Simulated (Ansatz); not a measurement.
**MoPRu: one candidate structure**

Aim: relax MoPRu from this start, structure reported for this formula (Pnma, No. 62), and see where it ends.

Program: Ansatz 0.2.0. Level of theory: DFT PBEsol, scalar-relativistic, plane waves, PAW. These are calculated values, not measurements.

### Step 1. The structure to begin with

Symmetry: Pnma, No. 62, orthorhombic system. The conventional cell has a = 6.035 Å, b = 3.853 Å, c = 6.944 Å, α = 90.00°, β = 90.00°, γ = 90.00°. Mo (site symmetry m) is surrounded by 5 P at 2.44 to 2.76 Å. Around P (site symmetry m) lie 4 Ru at 2.29 to 2.40 Å and 5 Mo at 2.44 to 2.76 Å. Ru (site symmetry m) is surrounded by 4 P at 2.29 to 2.40 Å.

Structure file:

```cif
data_structure
_symmetry_space_group_name_H-M 'P 1'
_symmetry_Int_Tables_number 1
_cell_length_a 6.0350
_cell_length_b 3.8531
_cell_length_c 6.9436
_cell_angle_alpha 90.000
_cell_angle_beta 90.000
_cell_angle_gamma 90.000
_cell_volume 161.46
loop_
_atom_site_label
_atom_site_type_symbol
_atom_site_fract_x
_atom_site_fract_y
_atom_site_fract_z
_atom_site_occupancy
Mo1 Mo 0.02620 0.25000 0.82950 1
Mo2 Mo 0.47380 0.75000 0.32950 1
Mo3 Mo 0.52620 0.25000 0.67050 1
Mo4 Mo 0.97380 0.75000 0.17050 1
P1 P 0.75670 0.25000 0.38230 1
P2 P 0.74330 0.75000 0.88230 1
P3 P 0.25670 0.25000 0.11770 1
P4 P 0.24330 0.75000 0.61770 1
Ru1 Ru 0.14180 0.25000 0.43250 1
Ru2 Ru 0.35820 0.75000 0.93250 1
Ru3 Ru 0.64180 0.25000 0.06750 1
Ru4 Ru 0.85820 0.75000 0.56750 1
```

(A quick probe on a coarse mesh, which set the mesh and smearing, is not shown.)

### Step 3. Coarse relaxation

The input, input.yaml:

```yaml
crystal:
  lattice:
    - [6.03503, 0.0, 0.0]
    - [0.0, 3.85311, 0.0]
    - [0.0, 0.0, 6.94355]
  atoms:
    - { symbol: Mo, position: [0.0262, 0.25, 0.8295] }
    - { symbol: Mo, position: [0.4738, 0.75, 0.3295] }
    - { symbol: Mo, position: [0.5262, 0.25, 0.6705] }
    - { symbol: Mo, position: [0.9738, 0.75, 0.1705] }
    - { symbol: P, position: [0.7567, 0.25, 0.3823] }
    - { symbol: P, position: [0.7433, 0.75, 0.8823] }
    - { symbol: P, position: [0.2567, 0.25, 0.1177] }
    - { symbol: P, position: [0.2433, 0.75, 0.6177] }
    - { symbol: Ru, position: [0.1418, 0.25, 0.4325] }
    - { symbol: Ru, position: [0.3582, 0.75, 0.9325] }
    - { symbol: Ru, position: [0.6418, 0.25, 0.0675] }
    - { symbol: Ru, position: [0.8582, 0.75, 0.5675] }
basis:
  ecutwfc: 420
kpoints:
  mp_grid: { grid: [4, 4, 4] }
hamiltonian:
  xc: pbesol
scf:
  occupations: { method: gaussian, width: 0.1 }
  lower_state_search: "off"
output:
  forces: true
  stress: true
  eigenvalues: true
relax:
  adjacent_minimum: "off"
  f_tol: 0.04
  max_steps: 70
  cell: { stress_tol: 0.4 }
```

Launch:

```
$ ansatz run input.yaml --threads 1 --pin off --max-ram 2560MiB --backend cpu --events-out ev --progress --plain --runs-dir out
```

Further runs follow: relaxing cell and atoms.

Before running it: what results should come out?

The runs gave:

Formation energies count from the elements, computed with the same settings in runs not shown here.

| quantity | value |
| --- | --- |
| cell | a = 5.966 Å, b = 3.854 Å, c = 6.918 Å, α = 90.00°, β = 90.00°, γ = 90.00° |
| space group | Pnma (No. 62) |
| volume | 13.25 Å³/atom |
| gap on the mesh | none (metal) |
| formation energy from the elements | -0.607 eV/atom |

The space group stayed Pnma, and from the first guess the volume went from 13.46 to 13.25 Å³/atom. With -0.61 eV/atom it lies under the elements, which doesn't yet make it stable against other compounds of them.
